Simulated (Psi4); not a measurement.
# UHF/def2-SV(P) (core potential) run of InNH3O (SMILES [NH2][In][OH])

Aim: the electrostatic solvation energy at fixed shape (ddCOSMO, chlorobenzene) of InNH3O at UHF/def2-SV(P) (core potential), from 2 runs. 

Program for the calculation: Psi4 1.11.

3 further runs of the same task are left out: 3 set aside as unsound or not needed.

**1. The system as given**

InNH3O: 6 atoms, total charge 0, spin state doublet. SMILES: `[NH2][In][OH]`. The shape is that of a PBE0-D4/def2-TZVP optimisation. This is one conformer, not always the lowest.

Bond lengths: N1–In2 2.069 Å, In2–O3 2.009 Å, N1–H4 1.014 Å, N1–H5 1.016 Å, O3–H6 0.960 Å. Angles: N1–In2–O3 111.2°, In2–N1–H4 113.5°, In2–N1–H5 111.0°, In2–O3–H6 114.3°, H4–N1–H5 107.4°.

**2. The charge distribution at UHF/def2-SV(P) (core potential)**

File h3inno.dat:

```
memory 1600 MB

molecule mol {
  0 2
  N
  In 1 R2
  O 2 R3 1 A3
  H 1 R4 2 A4 3 D4
  H 1 R5 4 A5 2 D5
  H 3 R6 2 A6 1 D6

  R2 = 2.0686
  R3 = 2.009148
  A3 = 111.22031
  R4 = 1.013701
  A4 = 113.4718
  D4 = 164.36682
  R5 = 1.016462
  A5 = 107.3687
  D5 = 122.98466
  R6 = 0.960076
  A6 = 114.27003
  D6 = 179.09816
  symmetry c1
  no_reorient
  no_com
}

set reference uhf
set scf_type pk

e, wfn = energy('scf/def2-SV(P)', return_wfn=True)
oeprop(wfn, 'MAYER_INDICES', 'MULLIKEN_CHARGES', 'MULTIPOLE(3)', title='SCF')
```

Launch:

```console
$ psi4 -n 1 h3inno.dat h3inno.out
```

h3inno.out:

```text
[...]
    !!!  WARNING: ECP capability is in beta. Please check occupations closely.  !!!
[...]
  Running in c1 symmetry.
[...]
  Nuclear repulsion =  118.833854825250114
[...]
  Multiplicity = 2
[...]
  Nalpha       = 20
  Nbeta        = 19
[...]
    Number of basis functions: 60
[...]
   @UHF iter   1:  -319.83881301220106   -1.72842e+00   1.27231e-02 DIIS/ADIIS
[...]
   @UHF iter  13:  -320.12826643719944   -2.59298e-08   5.51096e-07 DIIS
[...]
   @S^2 Observed:                7.682011414E-01
[...]
    Orbital Energies [Eh]
    ---------------------
    Alpha Occupied:
       1A    -20.503825     2A    -15.529827     3A     -5.384607
       4A     -3.643983     5A     -3.639577     6A     -3.635048
       7A     -1.249625     8A     -1.106843     9A     -1.028601
      10A     -1.027829    11A     -1.026569    12A     -1.018874
      13A     -1.008845    14A     -0.625546    15A     -0.612015
      16A     -0.534127    17A     -0.486900    18A     -0.454342
      19A     -0.408557    20A     -0.316565
    Alpha Virtual:
      21A      0.046274    22A      0.099794    23A      0.129838
      24A      0.216524    25A      0.264034    26A      0.285642
[...]
  @UHF Final Energy:  -320.12826643719944
   => Energetics <=
    Nuclear Repulsion Energy =            118.8338548252501141
    One-Electron Energy =                -751.9901197607229051
    Two-Electron Energy =                 313.0279984982733481
    Total Energy =                       -320.1282664371994429
  UHF NO Occupations:
  HONO-2 :   18  A 1.9978758
  HONO-1 :   19  A 1.9936557
[...]
 Multipole Moments:
 ------------------------------------------------------------------------------------
     Multipole            Electronic (a.u.)      Nuclear  (a.u.)        Total (a.u.)
 ------------------------------------------------------------------------------------
 L = 1.  Multiply by 2.5417464519 to convert [e a0] to [Debye]
 Dipole X            :          0.7364763           -1.2332315           -0.4967552
 Dipole Y            :         16.8632535          -15.7737837            1.0894698
 Dipole Z            :         12.7006245          -12.1993240            0.5013004
 Magnitude           :                                                    1.2980802
 L = 2.  Multiply by 1.3450342976 to convert [e a0^2] to [Debye ang]
 Quadrupole XX       :        -26.4940259            1.7094193          -24.7846066
 Quadrupole XY       :          0.3484873           -0.1500619            0.1984254
[...]
  Mulliken Charges: (a.u.)
   Center  Symbol    Alpha    Beta     Spin     Total
       1     N     4.02908  3.82318  0.20590 -0.85226
       2    IN    10.44751  9.73774  0.70977  0.81474
       3     O     4.47220  4.36377  0.10843 -0.83596
       4     H     0.36302  0.37579 -0.01278  0.26119
       5     H     0.36696  0.36810 -0.00115  0.26494
       6     H     0.32124  0.33141 -0.01017  0.34735
   Total alpha = 20.00000, Total beta = 19.00000, Total charge = -0.00000
  Mayer Bond Indices:
[...]
```

Wall time 3.3 s (1 thread of Intel Xeon Platinum 8488C (Sapphire Rapids), shared host); peak memory 0.22 GiB.

Atomic charges (e):

| atom | Mulliken |
| --- | --- |
| N1 | -0.852 |
| In2 | +0.815 |
| O3 | -0.836 |
| H4 | +0.261 |
| H5 | +0.265 |
| H6 | +0.347 |

**3. The charge distribution at UHF/def2-SV(P) (core potential, ddCOSMO chlorobenzene)**

File calc.py:

```python
import psi4

psi4.set_memory('1600 MB')
psi4.set_num_threads(1)
psi4.set_output_file('output.dat', False)

molecule = psi4.geometry("""
0 2
N     -0.980400    -0.217800    -1.044400
In     0.940900    -0.096700    -0.287400
O      0.933000    -0.108100     1.721700
H     -1.045000     0.034400    -2.024100
H     -1.612200     0.391600    -0.531900
H      1.805600    -0.067200     2.120000
symmetry c1
no_reorient
no_com
""")

psi4.set_options({
    'reference': 'uhf',
    'scf_type': 'pk',
    'soscf': True,
    'screening': 'schwarz',
    'ddx': True,
    'ddx_model': 'cosmo',
    'ddx_solvent': 'chlorobenzene',
    'ddx_radii_set': 'uff',
})

e_tot, wfn = psi4.energy("scf/def2-SV(P)", return_wfn=True)
psi4.oeprop(wfn, "MAYER_INDICES", "MULLIKEN_CHARGES", "MULTIPOLE(3)", title="SCF")
print('E =', round(e_tot, 9))
```

Launch:

```console
$ python calc.py
```

output.dat (excerpt; [...] marks lines left out):

```text
[...]
    !!!  WARNING: ECP capability is in beta. Please check occupations closely.  !!!
[...]
  Running in c1 symmetry.
[...]
  Nuclear repulsion =  118.833842462071871
[...]
  Multiplicity = 2
[...]
  Nalpha       = 20
  Nbeta        = 19
[...]
    Number of basis functions: 60
[...]
   @UHF iter   1:  -319.87245106920909   -1.78641e+00   1.25491e-02 DIIS/ADIIS
[...]
   @UHF iter   7:  -320.14060906599610   -8.85817e-08   7.54318e-07 SOSCF, nmicro=conv
[...]
   @S^2 Observed:                7.636541867E-01
[...]
  @UHF Final Energy:  -320.14060906599610
   => Energetics <=
    Nuclear Repulsion Energy =            118.8338424620718712
    One-Electron Energy =                -752.0575452932546341
    Two-Electron Energy =                 313.0968422580926926
    DD Solvation Energy =                 -0.0137484929060358
    Total Energy =                       -320.1406090659961023
  UHF NO Occupations:
  HONO-2 :   18  A 1.9985623
[...]
 Multipole Moments:
 ------------------------------------------------------------------------------------
     Multipole            Electronic (a.u.)      Nuclear  (a.u.)        Total (a.u.)
 ------------------------------------------------------------------------------------
 L = 1.  Multiply by 2.5417464519 to convert [e a0] to [Debye]
 Dipole X            :        -35.8212582           36.8657221            1.0444640
 Dipole Y            :          8.3452763           -7.6747447            0.6705316
 Dipole Z            :         -0.9566062           -0.0162516           -0.9728578
 Magnitude           :                                                    1.5770130
 L = 2.  Multiply by 1.3450342976 to convert [e a0^2] to [Debye ang]
 Quadrupole XX       :       -163.1559907          140.1098548          -23.0461358
 Quadrupole XY       :          5.1915667           -7.1830113           -1.9914446
[...]
  Mulliken Charges: (a.u.)
   Center  Symbol    Alpha    Beta     Spin     Total
       1     N     4.03881  3.86180  0.17701 -0.90061
       2    IN    10.43295  9.68120  0.75175  0.88585
       3     O     4.48751  4.39792  0.08958 -0.88543
       4     H     0.35894  0.36962 -0.01067  0.27144
       5     H     0.36589  0.36533  0.00056  0.26878
       6     H     0.31589  0.32413 -0.00823  0.35998
   Total alpha = 20.00000, Total beta = 19.00000, Total charge = -0.00000
  Mayer Bond Indices:
[...]
```

The script printed:

```text
E = -320.140609066
```

Run time: 8.1 s. Hardware: 1 thread of Intel Xeon Platinum 8488C (Sapphire Rapids), shared host; peak memory 0.23 GiB.

Atomic charges (e):

| atom | Mulliken |
| --- | --- |
| N1 | -0.901 |
| In2 | +0.886 |
| O3 | -0.885 |
| H4 | +0.271 |
| H5 | +0.269 |
| H6 | +0.360 |

**4. Results**

At UHF/def2-SV(P) (core potential):

| quantity | value |
| --- | --- |
| gas phase: total energy | -320.12827 Eh |
| gas phase: dipole moment | 3.30 D |
| gas phase: HOMO energy (highest over α and β) | -8.61 eV |
| gas phase: LUMO energy (lowest over α and β) | 0.27 eV |
| gas phase: ⟨S²⟩ | 0.768 |
| ddCOSMO, chlorobenzene: total energy | -320.14061 Eh |
| ddCOSMO, chlorobenzene: dipole moment | 4.01 D |
| ddCOSMO, chlorobenzene: HOMO energy (highest over α and β) | -8.38 eV |
| ddCOSMO, chlorobenzene: LUMO energy (lowest over α and β) | 0.60 eV |
| ddCOSMO, chlorobenzene: solvent term in the energy | -36.1 kJ/mol |
| ddCOSMO, chlorobenzene: ⟨S²⟩ | 0.764 |
| energy change from gas to solvent at fixed shape | -0.336 eV |

The solvent model (ddCOSMO, chlorobenzene) lowers the energy by 0.34 eV (−32.4 kJ/mol) at the same shape. It holds the electrostatic part alone, without cavity or dispersion terms. Mulliken charges (ddCOSMO, chlorobenzene) run from -0.90 on N1 to +0.89 on In2.
